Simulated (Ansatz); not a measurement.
**C₂H₆F₂N₂W: shape, modes and thermochemistry**

What shape does C₂H₆F₂N₂W take? The plan is to relax it, then compute its harmonic vibrations to see whether it is a minimum and to get the zero-point energy and entropy, and look at its orbitals and charge.

Computed with Ansatz 0.2.0, Gaussian basis. Level: RKS PBE0-D4/def2-TZVP.

Levels to be run: relaxation at PBE0-D4/def2-TZVP; harmonic vibrations at the same level; a single point in def2-TZVPP for the fields.

**1. The system as given**

SMILES `C[N]=[W]([F])([F])=[N]C`, 13 atoms, charge 0, spin multiplicity 1.

Atoms are counted from 1 here; the program's logs count them from 0.

Bond lengths: C1–N2 1.424 Å, C1–H8 1.099 Å, C1–H9 1.096 Å, C1–H10 1.096 Å, N2–W3 1.791 Å, W3–F4 1.919 Å, W3–F5 1.919 Å, W3–N6 1.790 Å, N6–C7 1.425 Å, C7–H11 1.097 Å, C7–H12 1.097 Å, C7–H13 1.097 Å. Angles: N2–C1–H8 110.9°, N2–C1–H9 110.4°, N2–C1–H10 110.5°, H8–C1–H9 108.6°, H8–C1–H10 108.6°, H9–C1–H10 107.7°, C1–N2–W3 166.3°, N2–W3–F4 109.3°, N2–W3–F5 109.3°, N2–W3–N6 112.0°, F4–W3–F5 107.0°, F4–W3–N6 109.5°, F5–W3–N6 109.5°, W3–N6–C7 167.6°, N6–C7–H11 111.2°, N6–C7–H12 110.3°, N6–C7–H13 110.3°, H11–C7–H12 108.3° and more.

As a file:

```mol
C2H6F2N2W
  3D, bonds by distance, orders not assigned

 13 12  0  0  0  0  0  0  0  0999 V2000
   -0.1295    0.2750    2.5273 C   0  0
   -0.0814    0.8946    1.2456 N   0  0
   -0.0040    1.2695   -0.5039 W   0  0
   -1.5474    2.2953   -1.0030 F   0  0
    1.5338    2.3642   -0.8508 F   0  0
    0.0787   -0.2120   -1.5048 N   0  0
    0.1332   -1.5353   -2.0308 C   0  0
   -0.1120   -0.8201    2.4338 H   0  0
    0.7260    0.5880    3.1360 H   0  0
   -1.0419    0.5660    3.0602 H   0  0
    0.1529   -1.5259   -3.1275 H   0  0
   -0.7427   -2.1102   -1.7067 H   0  0
    1.0344   -2.0491   -1.6753 H   0  0
  1  2  8  0
  2  3  8  0
  3  4  8  0
  3  5  8  0
  3  6  8  0
  6  7  8  0
  1  8  8  0
  1  9  8  0
  1 10  8  0
  7 11  8  0
  7 12  8  0
  7 13  8  0
M  END
```

The start is a GFN2-xTB geometry. W takes the def2 core potential; no spin-orbit term is included.

**2. Geometry optimisation, PBE0-D4/def2-TZVP**

in.yaml

```yaml
crystal:
  periodic: [false, false, false]
  atoms:
    - {symbol: C, position_ang: [-0.129520, 0.275010, 2.527280]}
    - {symbol: N, position_ang: [-0.081430, 0.894620, 1.245640]}
    - {symbol: W, position_ang: [-0.004000, 1.269520, -0.503860]}
    - {symbol: F, position_ang: [-1.547390, 2.295320, -1.003020]}
    - {symbol: F, position_ang: [1.533790, 2.364230, -0.850830]}
    - {symbol: N, position_ang: [0.078710, -0.212010, -1.504820]}
    - {symbol: C, position_ang: [0.133220, -1.535270, -2.030820]}
    - {symbol: H, position_ang: [-0.111960, -0.820140, 2.433800]}
    - {symbol: H, position_ang: [0.725970, 0.588020, 3.135960]}
    - {symbol: H, position_ang: [-1.041890, 0.565960, 3.060220]}
    - {symbol: H, position_ang: [0.152860, -1.525900, -3.127540]}
    - {symbol: H, position_ang: [-0.742730, -2.110230, -1.706700]}
    - {symbol: H, position_ang: [1.034380, -2.049130, -1.675320]}
basis:
  gaussian: {orbitals: def2-TZVP}
hamiltonian: {xc: pbe0, dispersion: d4}
relax: {f_tol: 0.005, max_steps: 150}
```

Run with:

```
> ansatz run in.yaml --threads 2 --pin off --events-out ev --progress --plain --max-ram 32768MiB --backend cuda --devices 0, --max-vram 18GiB
```

Further steps of the session: Harmonic vibrations; Fields at the relaxed geometry.

Before running them: what should the planned runs give, taken together? Wanted: point group; shift from the start; total energy; dispersion term; dipole moment; lowest, highest wavenumber; zero-point energy; HOMO, LUMO.

The runs gave:

| quantity | value |
| --- | --- |
| point group | C2v |
| steps | 33 |
| shift from the start (rms) | 0.509 Å |
| total energy | -12408.9878 eV |
| dispersion term | -258 meV |
| dipole moment | 3.04 D |
| lowest, highest wavenumber | 64, 3094 cm⁻¹ |
| zero-point energy | 56.0 kcal/mol |
| entropy at 298.15 K | 420.4 J/(mol K) |
| HOMO, LUMO | -7.30, -1.09 eV |

**Reading.** The relaxed geometry lies 0.51 Å (rms) from the start; the bond that changed most is N2–W3, from 1.791 to 1.740 Å. All wavenumbers are real, so the end point is a minimum. The stiffest mode, 3094 cm⁻¹, is a C–H stretch, and 7 modes under 200 cm⁻¹ make the vibrational entropy uncertain. Harmonic hybrid wavenumbers usually lie a few per cent above measured fundamentals. The largest Mulliken charge, +1.36 e, sits on W3. The HOMO lies mostly on N2, N6 about 35 % each; W3 8 % and the LUMO on W3 54 %; F4, F5 about 12 % each.
